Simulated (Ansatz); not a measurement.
# Ge4P: the cost of one run

Method: DFT PBE, scalar-relativistic, plane waves, PAW, in Ansatz 0.2.0.

### Step 1. Starting point

The structure is tetragonal, space group P4/mmm (No. 123). Conventional cell: a = 3.512 Å, b = 3.512 Å, c = 7.820 Å, α = 90.00°, β = 90.00°, γ = 90.00°. Ge (site symmetry 4mm) is surrounded by 4 Ge at 2.65 Å and 4 P at 3.08 Å. Ge (site symmetry 4mm) has 5 Ge at 2.35 to 2.65 Å and 1 P at 2.74 Å as nearest neighbours. P (site symmetry 4/mmm) has 10 Ge at 2.74 to 3.08 Å as nearest neighbours.

Structure file:

```cif
data_structure
_symmetry_space_group_name_H-M 'P 1'
_symmetry_Int_Tables_number 1
_cell_length_a 3.5120
_cell_length_b 3.5120
_cell_length_c 7.8196
_cell_angle_alpha 90.000
_cell_angle_beta 90.000
_cell_angle_gamma 90.000
_cell_volume 96.45
loop_
_atom_site_label
_atom_site_type_symbol
_atom_site_fract_x
_atom_site_fract_y
_atom_site_fract_z
_atom_site_occupancy
Ge1 Ge 0.50000 0.50000 0.26670 1
Ge2 Ge 0.50000 0.50000 0.73330 1
Ge3 Ge 0.00000 0.00000 0.15010 1
Ge4 Ge 0.00000 0.00000 0.84990 1
P1 P 0.00000 0.00000 0.50000 1
```

Recipe of the guess: random cell by space group and Wyckoff sites (P4/mmm, No. 123). Lengths come from tabulated atomic sizes and are only a guess.

### Step 2. Probe: one point on a coarse mesh

The input, input.yaml:

```yaml
crystal:
  lattice:
    - [3.51196645, 0.0, 0.0]
    - [0.0, 3.51196645, 0.0]
    - [0.0, 0.0, 7.81955247]
  atoms:
    - { symbol: Ge, position: [0.5, 0.5, 0.26669853] }
    - { symbol: Ge, position: [0.5, 0.5, 0.73330147] }
    - { symbol: Ge, position: [0.0, 0.0, 0.15009672] }
    - { symbol: Ge, position: [0.0, 0.0, 0.84990328] }
    - { symbol: P, position: [0.0, 0.0, 0.5] }
basis:
  ecutwfc: 420
kpoints:
  mp_grid: { grid: [6, 6, 2] }
hamiltonian:
  xc: pbe
scf:
  occupations: { method: gaussian, width: 0.1 }
  lower_state_search: "off"
output:
  forces: true
  stress: true
  eigenvalues: true
```

Started as:

```bash
ansatz run input.yaml --threads 1 --pin off --max-ram 2560MiB --backend cpu --events-out ev --progress --plain --runs-dir out
```

Q: Estimate wall time and peak memory on 1 thread of AMD EPYC (Zen 3), shared host.

About 6.8 s, with a peak of 0.38 GiB.
